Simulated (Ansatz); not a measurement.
**C2H6BFSi: how energies converge with the basis set**

How large a basis does C2H6BFSi need? Two functionals are run in growing sets.

Method: one geometry, several basis sets; program: Ansatz 0.2.0, Gaussian basis.

Levels to be run: PBE0-D4/def2-SVP; ωB97M-V/def2-SVP; PBE0-D4/def2-QZVPP; ωB97M-V/def2-QZVPP; the functionals' def2-TZVPP values are taken from earlier runs.

## (1) The relaxed structure

All runs share one geometry, relaxed beforehand with PBE0-D4 in a triple-zeta def2 set.

SMILES `C=C[SiH2]BF`, 11 atoms, charge 0, spin multiplicity 1.

Atoms are counted from 1 here; the program's logs count them from 0.

Bond lengths: C1–C2 1.331 Å, C1–H6 1.087 Å, C1–H7 1.085 Å, C2–Si3 1.863 Å, C2–H8 1.090 Å, Si3–B4 2.035 Å, Si3–H9 1.494 Å, Si3–H10 1.494 Å, B4–F5 1.324 Å, B4–H11 1.204 Å. Angles: C2–C1–H6 121.8°, C2–C1–H7 122.2°, H6–C1–H7 116.0°, C1–C2–Si3 124.3°, C1–C2–H8 117.8°, Si3–C2–H8 117.9°, C2–Si3–B4 115.9°, C2–Si3–H9 110.1°, C2–Si3–H10 110.1°, B4–Si3–H9 107.3°, B4–Si3–H10 107.3°, H9–Si3–H10 105.5°, Si3–B4–F5 122.5°, Si3–B4–H11 121.8°, F5–B4–H11 115.7°.

Coordinates:

```xyz
11

C    -0.5780    1.6781   -0.5545
C    -0.7670    0.4364   -0.9943
Si   -0.0261   -1.0812   -0.2076
B     1.1247   -0.7580    1.4390
F     1.3494    0.4538    1.9228
H    -1.0310    2.5347   -1.0465
H     0.0351    1.8968    0.3140
H    -1.3970    0.2988   -1.8727
H     0.8149   -1.8167   -1.1999
H    -1.1065   -2.0358    0.1848
H     1.6470   -1.6641    2.0356
```

## (2) PBE0-D4 in def2-SVP

File in.yaml:

```yaml
crystal:
  periodic: [false, false, false]
  atoms:
    - {symbol: C, position_ang: [-0.578040, 1.678133, -0.554521]}
    - {symbol: C, position_ang: [-0.767035, 0.436364, -0.994268]}
    - {symbol: Si, position_ang: [-0.026099, -1.081156, -0.207634]}
    - {symbol: B, position_ang: [1.124704, -0.757959, 1.438960]}
    - {symbol: F, position_ang: [1.349432, 0.453805, 1.922811]}
    - {symbol: H, position_ang: [-1.031035, 2.534718, -1.046508]}
    - {symbol: H, position_ang: [0.035138, 1.896754, 0.314026]}
    - {symbol: H, position_ang: [-1.397013, 0.298837, -1.872654]}
    - {symbol: H, position_ang: [0.814946, -1.816697, -1.199895]}
    - {symbol: H, position_ang: [-1.106486, -2.035775, 0.184758]}
    - {symbol: H, position_ang: [1.646989, -1.664123, 2.035624]}
basis:
  gaussian: {orbitals: def2-SVP}
hamiltonian: {xc: pbe0, dispersion: d4}
output: {orbitals: {seedname: orbitals}}
```

Launch:

```sh
> ansatz run in.yaml --threads 4 --pin off --events-out ev --progress --plain --max-ram 10444MiB
```

The runs that follow: ωB97M-V in def2-SVP; PBE0-D4 in def2-QZVPP; ωB97M-V in def2-QZVPP.

Q: Predict the results of all the runs planned. Wanted: PBE0-D4: double and triple zeta above quadruple; ωB97M-V: double and triple zeta above quadruple.

**Answer**, as computed:

```
                                       quantity          value
PBE0-D4: double and triple zeta above quadruple  9.75, 0.57 eV
ωB97M-V: double and triple zeta above quadruple  9.98, 0.53 eV
```

**Reading.** PBE0-D4 gains 9.18 eV from double to triple zeta, then 0.57 eV more. Total energies overstate the basis error of differences, where much of it tends to cancel.
